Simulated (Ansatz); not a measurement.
Crystal: PtSe.

```
Pt Se
1.0
     0.00000    2.79841    2.79841
     2.79841    0.00000    2.79841
     2.79841    2.79841    0.00000
Pt Se
1 1
Direct
  0.50000 0.50000 0.50000
  0.00000 0.00000 0.00000
```

The cell comes from a database or a generator and needn't be the stable form of this composition.

* Program: Ansatz 0.2.0
* Task: relaxation of cell and atoms
* Functional: HSEsol
* Potentials or basis: Ansatz PAW
* Cutoff: 420 eV (not typed: the program's choice for these potentials)
* k mesh: 4 × 4 × 4
* Occupations: fermi-dirac, width 0.05 eV
* Spin: no spin polarisation

At the start: volume 21.91 Å³/atom.

Question: How do energy, volume and symmetry change on relaxing?

Answer: It ends after 6 steps and the volume is 17.47 Å³/atom (-20.3 %); space group Fm-3m (No. 225, to 0.05 Å).

Step by step:
```csv
step,energy change (eV),largest force (eV/Å),volume (Å³)
1,0.0000,0.0000,43.83
2,-0.5897,0.0000,37.73
3,-0.6228,0.0000,32.97
4,-0.6838,0.0000,35.06
5,-0.6841,0.0000,34.93
6,-0.6816,0.0000,34.93
```

Final structure:
```
CELL_PARAMETERS angstrom
0.00000 2.59462 2.59462
2.59462 0.00000 2.59462
2.59462 2.59462 0.00000
ATOMIC_POSITIONS crystal
Pt 0.50000 0.50000 0.50000
Se 0.00000 0.00000 0.00000
```

Caveat: the k mesh is coarse (spacing up to 0.49 Å⁻¹), so the values aren't converged, least of all with exact exchange; the volume moved by over 15 % at a fixed basis, so the end points are rough; the plane-wave basis is chosen anew once the cell has moved, so the energies of steps on either side of that aren't comparable; the PAW data sets come from PBE, with cores solved anew for the run's functional, which leaves a small shift of forces and pressure.
